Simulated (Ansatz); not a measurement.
# SnNH2F (SMILES [NH2][Sn][F]) at wB97M-V/def2-SVP (core potential)

What is the electronic atomisation energy of SnNH2F at wB97M-V/def2-SVP (core potential)? 

Program for the calculation: Ansatz 0.2.0.

69 further runs of the same task are left out: 69 set aside as unsound or not needed.

## (1) The system as given

SnNH2F has 5 atoms, charge 0, and is taken as a singlet. As SMILES, `[NH2][Sn][F]`. Geometry: relaxed at PBE0-D4/def2-TZVP. This is one conformer, not always the lowest.

Bond lengths: N1–Sn2 2.003 Å, Sn2–F3 1.951 Å, N1–H4 1.008 Å, N1–H5 1.010 Å. Angles: N1–Sn2–F3 92.0°, Sn2–N1–H4 126.2°, Sn2–N1–H5 121.8°, H4–N1–H5 112.0°.

## (2) A single-point energy at wB97M-V/def2-SVP (core potential)

in.yaml reads:

```yaml
crystal:
  periodic: [false, false, false]
  atoms:
    - symbol: "N"
      position_ang: [-0.302900, 0.495500, -0.393300]
    - symbol: Sn
      position_ang: [0.338900, -0.053700, 1.423200]
    - symbol: F
      position_ang: [0.966900, -1.775900, 0.754300]
    - symbol: H
      position_ang: [-0.746800, 1.369300, -0.629100]
    - symbol: H
      position_ang: [-0.206200, -0.108900, -1.196600]
basis:
  gaussian:
    orbitals: def2-SVP
hamiltonian:
  xc: {name: wB97M-V}
accuracy: high
output:
  orbitals: {seedname: orbitals}
```

Started as:

```console
$ ansatz run in.yaml --threads 1 --pin off --max-ram 3480MiB --events-out events.jsonl --progress --plain --runs-dir runs
```

The program printed:

```text
Warning: RAYON_NUM_THREADS=1 ignored (pool sized by the plan → 1); use --threads N
Functional definition: wB97M-V
  name "wB97M-V"
  parameter omega = 0.3/bohr
  parameter cx = 0.15
  parameter cx01 = 1.007
  parameter cx10 = 0.259
  parameter css00 = 0.443
  parameter css04 = -1.437
  parameter css10 = -4.535
  parameter css20 = -3.390
  parameter css43 = 4.278
  parameter cos00 = 1.000
  parameter cos10 = 1.358
  parameter cos20 = 2.924
  parameter cos21 = -8.812
  parameter cos60 = -1.390
  parameter cos61 = 9.142
  parameter b = 6.0
  parameter c = 0.01
  gx(w, u) = 1 - cx + cx01*u + cx10*w
  gss(w, u) = css00 + css04*u^4 + css10*w + css20*w^2 + css43*w^4*u^3
  gos(w, u) = cos00 + cos10*w + (cos20 + cos21*u)*w^2 + (cos60 + cos61*u)*w^6
  exchange = spin_sum(e_x_unif_sr(omega)*gx(b97_w, b97_u_x)) + cx*exact_x_sr(omega) + exact_x_lr(omega)
  correlation = spin_sum(e_c_pw_mod_same_spin*gss(b97_w, b97_u_same))
      + integral(e_c_pw_mod_opposite_spin*gos(b97_w_opposite, b97_u_opposite)) + vv10(b, c)
1479 factors; integrals over basis functions are off by at most 3.2e-9 eV
288 factors; integrals over basis functions are off by at most 1.3e-9 eV
mean field evaluation 1: about -10059.4815 eV, gradient 5.7e1 eV
mean field evaluation 2: about -10055.5563 eV, gradient 7.3e1 eV
mean field evaluation 4: about -10066.0902 eV, gradient 1.5e0 eV
mean field evaluation 8: about -10066.1516 eV, gradient 3.0e-2 eV
mean field evaluation 16: about -10066.1517 eV, gradient 2.0e-5 eV
mean field -10066.15165152 eV, -369.9242501107 hartree, gradient 2.3e-8 eV, S^2 0.000000; 0 other end points of the search recorded, 0 dependent functions left out
reference -10066.15165533 eV, -369.9242502506 hartree; 20, 20 occupied and 44, 44 virtual orbitals, 1479 factors
Total energy: -10066.15165533 eV, -369.9242502506 hartree
```

Wall time 53 s (1 thread of Arm Neoverse V1, shared host); peak memory 0.39 GiB.

## (3) The F atom at the same level

job.yaml reads:

```yaml
crystal:
  periodic: [false, false, false]
  atoms:
    - {symbol: F, position_ang: [0.000000, 0.000000, 0.000000]}
basis:
  gaussian: {orbitals: def2-SVP}
magnetization: {spin_polarized: true, initial_magnetization: 1}
hamiltonian: {xc: {name: wB97M-V}}
accuracy: high
```

Run the same way, it converges to -99.61431 Eh (log not shown).

## (4) The H atom at the same level

run.yaml reads:

```yaml
basis:
  gaussian:
    orbitals: def2-SVP
crystal:
  periodic: [false, false, false]
  atoms:
    - {symbol: H, position_ang: [0.000000, 0.000000, 0.000000]}
total_charge: 0
magnetization:
  spin_polarized: true
  initial_magnetization: 1
hamiltonian:
  xc: {name: wB97M-V}
accuracy: high
```

Run the same way, it converges to -0.49171 Eh (log not shown).

## (5) The N atom

molecule.yaml reads:

```yaml
crystal:
  periodic: [false, false, false]
  atoms:
    - {symbol: N, position_ang: [0.000000, 0.000000, 0.000000]}
basis:
  gaussian: {orbitals: def2-SVP}
magnetization: {spin_polarized: true, initial_magnetization: 3}
hamiltonian: {xc: {name: wB97M-V}}
accuracy: high
```

Run the same way, it converges to -54.52542 Eh (log not shown).

## (6) The Sn atom at the same level

job.yaml reads:

```yaml
crystal:
  periodic: [false, false, false]
  atoms:
    - {symbol: Sn, position_ang: [0.000000, 0.000000, 0.000000]}
basis:
  gaussian:
    orbitals: def2-SVP
accuracy: high
magnetization:
  spin_polarized: true
  initial_magnetization: 2
hamiltonian:
  xc: {name: wB97M-V}
```

Run the same way, it converges to -214.20122 Eh (log not shown).

## (7) What came out

Level: wB97M-V/def2-SVP (core potential).

```
                     quantity          value
       molecule: total energy  -369.92425 Eh
        molecule: HOMO energy       -9.59 eV
        molecule: LUMO energy        0.19 eV
      molecule: HOMO–LUMO gap        9.78 eV
         F atom: total energy   -99.61431 Eh
                 F atom: ⟨S²⟩          0.751
         H atom: total energy    -0.49171 Eh
                 H atom: ⟨S²⟩          0.750
         N atom: total energy   -54.52542 Eh
                 N atom: ⟨S²⟩          3.753
        Sn atom: total energy  -214.20122 Eh
                Sn atom: ⟨S²⟩          2.003
electronic atomisation energy      16.324 eV
```

In words: Taking the molecule apart into free atoms costs 16.32 eV (1575 kJ/mol), before zero-point energy and without spin-orbit coupling.
